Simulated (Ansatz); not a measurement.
# C₂H₇BrGe: a ladder of functionals and wavefunction methods

One table from this session's results is given with a row withheld; the runs are named, their logs left out.

Method: functionals in def2-TZVPP, the program's frozen cores in correlated methods; program: Ansatz 0.2.0, Gaussian basis.

The runs, in order: PBE-D4, r2SCAN-D4, PBE0-D4, B3LYP-D4, ωB97X-V, ωB97M-V, B2PLYP; CCSD(T)/def2-TZVPP; MP2/def2-QZVPP; extrapolation to the limit.

## The relaxed structure

The geometry comes from an earlier relaxation with PBE0-D4 in a triple-zeta def2 set; it is a stationary point, not always the lowest conformer.

SMILES `[CH3][GeH2][CH2]Br`, 11 atoms, charge 0, spin multiplicity 1.

Atoms are counted from 1 here; the program's logs count them from 0.

Bond lengths: C1–Ge2 1.947 Å, C1–H5 1.091 Å, C1–H6 1.090 Å, C1–H7 1.091 Å, Ge2–C3 1.967 Å, Ge2–H8 1.538 Å, Ge2–H9 1.544 Å, C3–Br4 1.944 Å, C3–H10 1.089 Å, C3–H11 1.088 Å. Angles: Ge2–C1–H5 110.3°, Ge2–C1–H6 109.8°, Ge2–C1–H7 110.3°, H5–C1–H6 108.9°, H5–C1–H7 108.7°, H6–C1–H7 108.8°, C1–Ge2–C3 109.9°, C1–Ge2–H8 111.4°, C1–Ge2–H9 111.0°, C3–Ge2–H8 108.0°, C3–Ge2–H9 107.2°, H8–Ge2–H9 109.2°, Ge2–C3–Br4 110.7°, Ge2–C3–H10 111.8°, Ge2–C3–H11 112.0°, Br4–C3–H10 106.4°, Br4–C3–H11 106.5°, H10–C3–H11 109.1°.

Set-up of the first run:

The input, in.yaml:

```yaml
crystal:
  periodic: [false, false, false]
  atoms:
    - {symbol: C, position_ang: [-0.091064, 1.632941, -0.052263]}
    - {symbol: Ge, position_ang: [-0.087947, -0.107844, 0.818849]}
    - {symbol: C, position_ang: [0.335367, -1.511665, -0.492724]}
    - {symbol: Br, position_ang: [-0.958130, -1.509967, -1.944348]}
    - {symbol: H, position_ang: [-0.361232, 2.413119, 0.660361]}
    - {symbol: H, position_ang: [-0.813357, 1.635520, -0.869160]}
    - {symbol: H, position_ang: [0.897536, 1.856262, -0.456007]}
    - {symbol: H, position_ang: [-1.460378, -0.431073, 1.433921]}
    - {symbol: H, position_ang: [0.990988, -0.171601, 1.922003]}
    - {symbol: H, position_ang: [1.311298, -1.357476, -0.949680]}
    - {symbol: H, position_ang: [0.302221, -2.505217, -0.050452]}
basis:
  gaussian: {orbitals: def2-TZVPP}
hamiltonian: {xc: pbe, dispersion: d4}
output: {forces: true, orbitals: {seedname: orbitals}}
```

Run with:

```bash
$ ansatz run in.yaml --threads 2 --pin off --events-out ev --progress --plain --max-ram 32768MiB --backend cpu
```

Among the steps run: PBE-D4 (GGA); r2SCAN-D4 (meta-GGA); PBE0-D4 (hybrid); B3LYP-D4 (hybrid); ωB97X-V (range-separated); ωB97M-V (range-separated); B2PLYP (double hybrid); CCSD(T) in def2-TZVPP; MP2 in def2-QZVPP.

One table of the session follows, with a row left open; its other results are not shown here.

| method | atomisation energy (eV) |
| --- | --- |
| PBE-D4 | ? |
| r2SCAN-D4 | 37.618 |
| PBE0-D4 | 37.518 |
| B3LYP-D4 | 37.362 |
| ωB97X-V | 37.622 |
| ωB97M-V | 37.417 |
| B2PLYP | 37.045 |
| HF/def2-TZVPP | 27.876 |
| MP2/def2-TZVPP | 37.084 |
| CCSD/def2-TZVPP | 36.460 |
| CCSD(T)/def2-TZVPP | 36.936 |
| MP2/CBS | 37.845 |
| CCSD(T)/CBS | 37.697 |

Estimate the missing values for PBE-D4.

The run gave: atomisation energy (eV): 37.837. In the column «atomisation energy (eV)» it lies between CCSD(T)/CBS (37.697) and MP2/CBS (37.845).

Limits of these values: Free atoms (2 C, 1 Ge, 1 Br, 7 H) were run apart at each level; the atomisation energy is their sum less the molecule, without zero-point or spin-orbit terms.
